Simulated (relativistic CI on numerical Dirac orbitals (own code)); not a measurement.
# Sc: one ion under different settings

Aim: see what numerical and physical settings do to the SCF, the total energy and the lowest levels of Sc.

Program: relativistic CI on numerical Dirac orbitals (own code) version 3. Level of theory: Dirac-Coulomb-Breit CI, KLI orbitals optimised for each configuration, model QED (radiative potential, 1s self-energy scaled to tabulated hydrogen-like ionisation energies), numerical settings as typed. These are calculated values, not measurements, unless marked.

## 1. The system

- ion: Sc (Sc I)
- nuclear charge: 21
- electrons: 21
- isotope: A = 45

## 2. Usual settings

The run's settings:

```ini
atom Sc  Z=21  charge=0  electrons=21
nucleus A=45  rms_radius_fm=3.5459
hamiltonian dirac-coulomb  breit=on  qed=on  c_scale=1
orbitals kli  potential=per-configuration
slater_scale 1
correlation none
mixing on
grid step=0.0125 r_max=149
scf mixing=0.4 start=green max_iterations=150 tolerance=2e-08 node_fill=0.05
configurations
  [Ar] 3d 4s2
end
```

Run with:

```bash
$ python run_levels.py task.json out
```

The settings of every run stand in task.json; they run in order.

## 3. Grid step 0.02

The settings differ from step 2 so:

```diff
@@ -7,3 +7,3 @@
 mixing on
-grid step=0.0125 r_max=149
+grid step=0.02 r_max=149
 scf mixing=0.4 start=green max_iterations=150 tolerance=2e-08 node_fill=0.05
```

## 4. Tolerance 1e-06

The settings differ from step 3 so:

```diff
@@ -7,4 +7,4 @@
 mixing on
-grid step=0.02 r_max=149
-scf mixing=0.4 start=green max_iterations=150 tolerance=2e-08 node_fill=0.05
+grid step=0.0125 r_max=149
+scf mixing=0.4 start=green max_iterations=150 tolerance=1e-06 node_fill=0.05
 configurations
```

## 5. Start potential thomas-fermi, QED terms off

The run's settings:

```ini
atom Sc  Z=21  charge=0  electrons=21
nucleus A=45  rms_radius_fm=3.5459
hamiltonian dirac-coulomb  breit=on  qed=off  c_scale=1
orbitals kli  potential=per-configuration
slater_scale 1
correlation none
mixing on
grid step=0.0125 r_max=149
scf mixing=0.4 start=thomas-fermi max_iterations=150 tolerance=2e-08 node_fill=0.05
configurations
  [Ar] 3d 4s2
end
```

## 6. End of the grid 223.5

The run's settings:

```ini
atom Sc  Z=21  charge=0  electrons=21
nucleus A=45  rms_radius_fm=3.5459
hamiltonian dirac-coulomb  breit=on  qed=on  c_scale=1
orbitals kli  potential=per-configuration
slater_scale 1
correlation none
mixing on
grid step=0.0125 r_max=223.5
scf mixing=0.4 start=green max_iterations=150 tolerance=2e-08 node_fill=0.05
configurations
  [Ar] 3d 4s2
end
```

## 7. Potential mixing 1.3

The settings differ from step 6 so:

```diff
@@ -7,4 +7,4 @@
 mixing on
-grid step=0.0125 r_max=223.5
-scf mixing=0.4 start=green max_iterations=150 tolerance=2e-08 node_fill=0.05
+grid step=0.0125 r_max=149
+scf mixing=1.3 start=green max_iterations=59 tolerance=2e-08 node_fill=0.05
 configurations
```

(Steps that only read results are left out.)

**Question.** What will these runs give? Wanted: lowest level, usual settings; total energy; first excitation.

The runs gave:

| setting | total energy less usual (Ha) | largest shift of a level among the lowest eight of both runs, same label and place (cm⁻¹) | SCF iterations | time | lowest level | kind of change |
| --- | --- | --- | --- | --- | --- | --- |
| usual | 0 | 0 | 14 | 0.069 s | 3d 2D3/2 | - |
| grid step 0.02 | 4.5e-05 | 0 | 16 | 0.042 s | 3d 2D3/2 | numerical |
| tolerance 1e-06 | -5.8e-08 | 0 | 11 | 0.064 s | 3d 2D3/2 | numerical |
| start potential thomas-fermi, QED terms off | -0.149 | 0.971 | 15 | 0.039 s | 3d 2D3/2 | model term |
| end of the grid 223.5 | 0 | 0 | 14 | 0.068 s | 3d 2D3/2 | numerical |
| potential mixing 1.3 | 0 | 0 | 18 | 0.076 s | 3d 2D3/2 | extreme, harmless here |

```
                    quantity         value
lowest level, usual settings      3d 2D3/2
                total energy  -762.9916 Ha
            first excitation    149.3 cm⁻¹
```

**Reading.** Among the runs whose levels can be followed, they move most under «start potential thomas-fermi, QED terms off» (model term), by up to 0.971 cm⁻¹. No visible change in the result comes from «tolerance 1e-06» or «end of the grid 223.5» or «potential mixing 1.3». Only the listed configurations are in the model. Near neutrality, missing correlation can shift configurations against each other by thousands of cm⁻¹.
